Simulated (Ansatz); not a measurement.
# F3H3SiSn: one species, many methods

Aim: compute F3H3SiSn with functionals from several rungs and with coupled cluster, and see how far each lands from CCSD(T) at the basis-set limit for the atomisation energy.

The runs use Ansatz 0.2.0, Gaussian basis; functionals in def2-TZVPP, the program's frozen cores in correlated methods.

The runs, in order: LDA (SPW92), PBE-D4, revPBE-D4, BLYP-D4, r2SCAN-D4, B97M-V, PBE0-D4, B3LYP-D4, r2SCANh-D4, r2SCAN0-D4, HSE06-D4, BHLYP-D4, CAM-B3LYP-D4, LC-ωPBE, ωB97X-V, ωB97M-V, B2PLYP, PBE-QIDH; CCSD(T)/def2-SVP; CCSD(T)/def2-TZVPP; MP2/def2-QZVPP; extrapolation to the limit; RPA on PBE.

### Step 1. Structure used throughout

The geometry comes from an earlier relaxation with PBE0-D4 in a triple-zeta def2 set; it is a stationary point, not always the lowest conformer. Sn takes the def2 core potential; no spin-orbit term is included.

SMILES `[F][Sn]([F])([F])[SiH3]`, 8 atoms, charge 0, spin multiplicity 1.

Atoms are counted from 1 here; the program's logs count them from 0.

Bond lengths: F1–Sn2 1.903 Å, Sn2–F3 1.903 Å, Sn2–F4 1.903 Å, Sn2–Si5 2.561 Å, Si5–H6 1.480 Å, Si5–H7 1.480 Å, Si5–H8 1.479 Å. Angles: F1–Sn2–F3 103.4°, F1–Sn2–F4 103.4°, F1–Sn2–Si5 115.2°, F3–Sn2–F4 103.4°, F3–Sn2–Si5 114.9°, F4–Sn2–Si5 115.0°, Sn2–Si5–H6 106.5°, Sn2–Si5–H7 106.3°, Sn2–Si5–H8 106.6°, H6–Si5–H7 112.3°, H6–Si5–H8 112.3°, H7–Si5–H8 112.3°.

### Step 2. LDA

This LDA is Slater exchange with PW92 correlation.

Input file in.yaml:

```yaml
crystal:
  periodic: [false, false, false]
  atoms:
    - {symbol: F, position_ang: [0.165321, -2.193803, 1.388339]}
    - {symbol: Sn, position_ang: [0.794549, -0.774830, 0.288002]}
    - {symbol: F, position_ang: [2.267690, -0.076192, 1.269180]}
    - {symbol: F, position_ang: [1.622539, -1.679641, -1.166775]}
    - {symbol: Si, position_ang: [-0.973159, 0.954125, -0.376964]}
    - {symbol: H, position_ang: [-1.479056, 1.542121, 0.882911]}
    - {symbol: H, position_ang: [-0.282167, 1.951025, -1.224188]}
    - {symbol: H, position_ang: [-2.023615, 0.220095, -1.116306]}
basis:
  gaussian: {orbitals: def2-TZVPP}
hamiltonian: {xc: lda}
output: {orbitals: {seedname: orbitals}}
```

After this run come: PBE-D4 (GGA); revPBE-D4 (GGA); BLYP-D4 (GGA); r2SCAN-D4 (meta-GGA); B97M-V (meta-GGA); PBE0-D4 (hybrid); B3LYP-D4 (hybrid); r2SCANh-D4 (hybrid); r2SCAN0-D4 (hybrid); HSE06-D4 (hybrid); BHLYP-D4 (hybrid); CAM-B3LYP-D4 (range-separated); LC-ωPBE-D4 (range-separated); ωB97X-V (range-separated); ωB97M-V (range-separated); B2PLYP (double hybrid); PBE-QIDH (double hybrid); CCSD(T) in def2-SVP; CCSD(T) in def2-TZVPP; MP2 in def2-QZVPP; RPA on PBE orbitals.

**Question.** What will the summary of the whole plan be? Wanted: atomisation energy, CCSD(T)/CBS; farthest beyond LDA; mean size of error, GGA; mean size of error, meta-GGA; mean size of error, hybrid; mean size of error, range-separated; mean size of error, double hybrid; gap, smallest and largest; T1 diagnostic.

**Answer**, as computed:

| quantity | value |
| --- | --- |
| atomisation energy, CCSD(T)/CBS | 609.3 kcal/mol |
| functionals within 6.1 kcal/mol (1.0 %) | PBE-D4, B97M-V, ωB97X-V |
| farthest beyond LDA | BHLYP-D4 (-37.6 kcal/mol) |
| mean size of error, GGA | 10.3 kcal/mol |
| mean size of error, meta-GGA | 4.8 kcal/mol |
| mean size of error, hybrid | 22.7 kcal/mol |
| mean size of error, range-separated | 7.3 kcal/mol |
| mean size of error, double hybrid | 20.3 kcal/mol |
| gap, smallest and largest | 5.22 eV (LDA (SPW92)), 12.44 eV (LC-ωPBE) |
| T1 diagnostic | 0.0148 |
| triples share of the correlation energy | 2.9 % |

What this shows: LDA overbinds by 83.1 kcal/mol (14 %). PBE-D4 misses by -1.9 kcal/mol. Double hybrids carry the basis error of their MP2 part in triple zeta, and no dispersion term here, so their miss is partly the set-up's. Taken by rung, meta-GGA functionals do best (4.8 kcal/mol on average) and hybrid ones worst beyond LDA (22.7 kcal/mol). The gap between the best rungs is small, so their order is not settled. The mean of the hybrids holds BHLYP, with half exact exchange. The reference freezes the cores and leaves out spin-orbit coupling and excitations past (T), and its outer-core shells are covered unevenly, so misses under about 6.1 kcal/mol can't be ranked. All levels share the lack of spin-orbit coupling, which lowers the free heavy atoms and so the true binding. Hartree-Fock recovers 69 % of the binding; the rest is correlation. CCSD(T) in def2-SVP is off by -61.0 kcal/mol, which most functionals beat. The gap grows from 5.2 to 12.4 eV across the functionals, mostly with the share of exact exchange. Correlated methods include outer-core shells of Sn, which these sets cover unevenly.
